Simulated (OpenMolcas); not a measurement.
# Pr³⁺ among point charges: CASSCF and CASPT2 levels and susceptibility

Aim: the splitting of the states of Pr³⁺ in the field of 6 point charges, its lowest levels with spin-orbit coupling and its magnetic susceptibility.

Method: state-averaged CASSCF and CASPT2, spin-orbit coupling by RASSI with atomic mean-field integrals. Code: OpenMolcas 26.06.

**1. The atom as given**

| Quantity | Value |
| --- | --- |
| Species | Pr³⁺ (praseodymium, Z = 59, 56 electrons) |
| Basis | ANO-RCC-VTZP [8s7p5d3f2g1h], 104 functions |
| Scalar Hamiltonian | DKH2, point nucleus |
| Inactive shells | 1s 2s 2p 3s 3p 3d 4s 4p 4d 5s 5p |
| Active space | 2 electrons in 7 orbitals (4f) |
| Some configurations of this space | 4f2 |
| Orbitals | optimised for the highest spin of each parity, averaged over all roots |

Outer shells as boxes (Hund's rule):

4f2
```
4f [↑ ][↑ ][  ][  ][  ][  ][  ]
```

The ion sits among 6 point charges of -1 e arranged as a tetragonal octahedron (D4h), 2.69 Å from the ion, with the axial distance 2.367 Å.

The work runs as a chain of OpenMolcas steps in one folder; each step below is one input file. Labels, J, g values, rates, χT and fits are worked out afterwards by a script from the matrices that RASSI stores. The input lists half of the charges; inversion (Group=XYZ) makes the rest.

**2. Basis and integrals**

The input, a.inp:

```
&GATEWAY
Coord
1

Pr 0.0 0.0 0.0
Basis=ANO-RCC-VTZP
Group=XYZ
NoMove
AngMom=0.0 0.0 0.0
AMFI
XField
3 Angstrom 0
2.690000 0.000000 0.000000 -1.000000
0.000000 2.690000 0.000000 -1.000000
0.000000 0.000000 2.367200 -1.000000
&SEWARD
```

The run is started by

```sh
$ OMP_NUM_THREADS=1 MOLCAS_MEM=2252 MOLCAS_PROJECT=a pymolcas a.inp > a.log
```

**3. Reference wave functions, triplets of even parity, 21 roots**

The input, a.inp:

```
&RASSCF
FileOrb=start.orb
Symmetry=1
Spin=3
nActEl=2 0 0
Inactive=15 12
Ras2=0 7
CIRoot=21 21 1
SDav=21
CIMx=300
Iter=120 100
PrWF=0.3
OrbListing=Nothing
MaxOrb=0
>>> COPY $Project.JobIph JOB001
```

start.orb holds the contracted functions of the basis, ordered by shell, or the orbitals of the step before.

**4. Reference wave functions, singlets of even parity, 28 roots**

The input, a.inp:

```
&RASSCF
FileOrb=start.orb
Symmetry=1
Spin=1
nActEl=2 0 0
Inactive=15 12
Ras2=0 7
CIRoot=28 28 1
SDav=28
CIMx=300
Iter=120 100
PrWF=0.3
OrbListing=Nothing
MaxOrb=0
CIOnly
>>> COPY $Project.JobIph JOB002
```

**5. State interaction with spin-orbit coupling**

The input, a.inp:

```
&RASSI
NrOfJobIphs=2 21 27
1 2 3 4 5 6 7 8 9 10 11 12 13 14 15 16 17 18 19 20 21
1 2 3 4 5 6 7 8 9 10 11 12 13 14 15 16 17 18 19 20 21 22 23 24 25 26 27
IphNames
JOB001
JOB002
EJob
SpinOrbit
DIPRint=1.0
SOCoupling=1000.0
Subsets=2
Property=9
'ANGMOM' 1 'ANGMOM' 2 'ANGMOM' 3 'MLTPL  1' 1 'MLTPL  1' 2 'MLTPL  1' 3
'AMFI' 1 'AMFI' 2 'AMFI' 3
SOProperty=3
'ANGMOM' 1 'ANGMOM' 2 'ANGMOM' 3
```

**6. CASPT2: IPEA 0.25, imaginary shift 0.1 (closed shells correlated: 5s 5p)**

The input, a.inp:

```
>>> COPY JOB001 $Project.JobIph
&CASPT2
Multistate=21 1 2 3 4 5 6 7 8 9 10 11 12 13 14 15 16 17 18 19 20 21
NoMult
Frozen=14 9
IPEA=0.25
Imaginary=0.1
MaxIter=60
WThr=0.0 0.3 0.05
PrWF=0.5
NoMix
>>> COPY JOB002 $Project.JobIph
&CASPT2
Multistate=27 1 2 3 4 5 6 7 8 9 10 11 12 13 14 15 16 17 18 19 20 21 22
23 24 25 26 27
NoMult
Frozen=14 9
IPEA=0.25
Imaginary=0.1
MaxIter=60
WThr=0.0 0.3 0.05
PrWF=0.5
NoMix
```

(Steps that only read results are left out.)

Q: Predict the outcome of this session. Wanted: spin-free ground state; first state of the same spin within the active space; lowest level; next level.

**Answer**, as computed:

```
                                            quantity                                                                        value
                                              method  SS-CASPT2, IPEA 0.25, imaginary shift 0.1 (closed shells correlated: 5s 5p)
                              spin-free ground state                                               3E, 2-fold in its orbital part
first state of the same spin within the active space                                                              3A2 at 524 cm⁻¹
                                        lowest level                                                                    1-fold A1
                                          next level                                                                     8.5 cm⁻¹
                                         χT at 300 K                                                               1.52 cm³ K/mol
                           effective moment at 300 K                                                                      3.49 μB
```

Cost by method:

```
                                              method  time of its own steps  time with the reference
                                           A. CASSCF                  8.9 s                    8.9 s
B. SS-CASPT2, IPEA 0.25, imaginary shift 0.1, +5s 5p                   21 s                     30 s
```

Times are of one thread on a shared host.

The spin-free ground state (3E) comes to 100 % from free-ion H terms and keeps the highest spin of the shell. The singlets rest on orbitals optimised for another spin in at least one step, which raises them against the optimised states. Not all states of the active space went into the spin-orbit step. This is an electrostatic model: the charges have no orbitals.
